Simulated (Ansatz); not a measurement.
# TePd: the cost of one run

Method: DFT PBEsol, scalar-relativistic, plane waves, PAW, in Ansatz 0.2.0.

1 further run of the same task is left out (set aside as unsound or not needed).

### Step 1. The structure to begin with

The structure is hexagonal, space group P6_3/mmc (No. 194). Conventional cell: a = 4.157 Å, b = 4.157 Å, c = 5.618 Å, α = 90.00°, β = 90.00°, γ = 120.00°. Around Te (site symmetry -6m2) lie 6 Pd at 2.78 Å. Pd (site symmetry -3m) has 6 Te at 2.78 Å and 2 Pd at 2.81 Å as nearest neighbours.

Structure file:

```cif
data_structure
_symmetry_space_group_name_H-M 'P6_3/mmc'
_symmetry_Int_Tables_number 194
_cell_length_a 4.1570
_cell_length_b 4.1570
_cell_length_c 5.6180
_cell_angle_alpha 90.000
_cell_angle_beta 90.000
_cell_angle_gamma 120.000
_cell_volume 84.07
loop_
_atom_site_label
_atom_site_type_symbol
_atom_site_symmetry_multiplicity
_atom_site_Wyckoff_symbol
_atom_site_fract_x
_atom_site_fract_y
_atom_site_fract_z
_atom_site_occupancy
Te1 Te 2 c 0.33333 0.66667 0.25000 1
Pd1 Pd 2 a 0.00000 0.00000 0.00000 1
```

It is the result of an earlier relaxation at this level (volume 21.02 Å³/atom; gap on the mesh: none (metal)).

### Step 2. Electronic structure at the relaxed geometry

input.yaml reads:

```yaml
crystal:
  lattice:
    - [4.1569631855, 0.0, 0.0]
    - [-2.0784815927, 3.6000357212, 0.0]
    - [0.0, 0.0, 5.6179538624]
  atoms:
    - { symbol: Te, position: [0.3333333333, 0.6666666667, 0.25] }
    - { symbol: Te, position: [0.6666666667, 0.3333333333, 0.75] }
    - { symbol: Pd, position: [0.0, 0.0, 0.0] }
    - { symbol: Pd, position: [0.0, 0.0, 0.5] }
basis:
  ecutwfc: 420
kpoints:
  mp_grid: { grid: [12, 12, 8] }
  band_path:
    path:
      - [[0.0, 0.0, 0.0], [0.5, 0.0, 0.0], [0.33333333, 0.33333333, 0.0], [0.0, 0.0, 0.0], [0.0, 0.0, 0.5], [0.5, 0.0, 0.5], [0.33333333, 0.33333333, 0.5], [0.0, 0.0, 0.5]]
      - [[0.5, 0.0, 0.5], [0.5, 0.0, 0.0]]
      - [[0.33333333, 0.33333333, 0.5], [0.33333333, 0.33333333, 0.0]]
    npoints: 14
hamiltonian:
  xc: pbesol
scf:
  occupations: { method: gaussian, width: 0.1 }
  n_extra_bands: 10
output:
  forces: true
  stress: true
  eigenvalues: true
  populations: true
  dos: { projected: true, de: 0.02, nscf_kmesh: { grid: [18, 18, 12] } }
  bader: true
```

On the command line:

```sh
> ansatz run input.yaml --threads 1 --pin off --max-ram 2560MiB --backend cpu --events-out ev --progress --plain --runs-dir out
```

**Question.** How long does this run take on 1 thread of Intel Xeon Platinum 8259CL at 2.50GHz (Skylake/Cascade Lake), shared host, and how much memory does it need?

About 84 s, with a peak of 0.82 GiB.
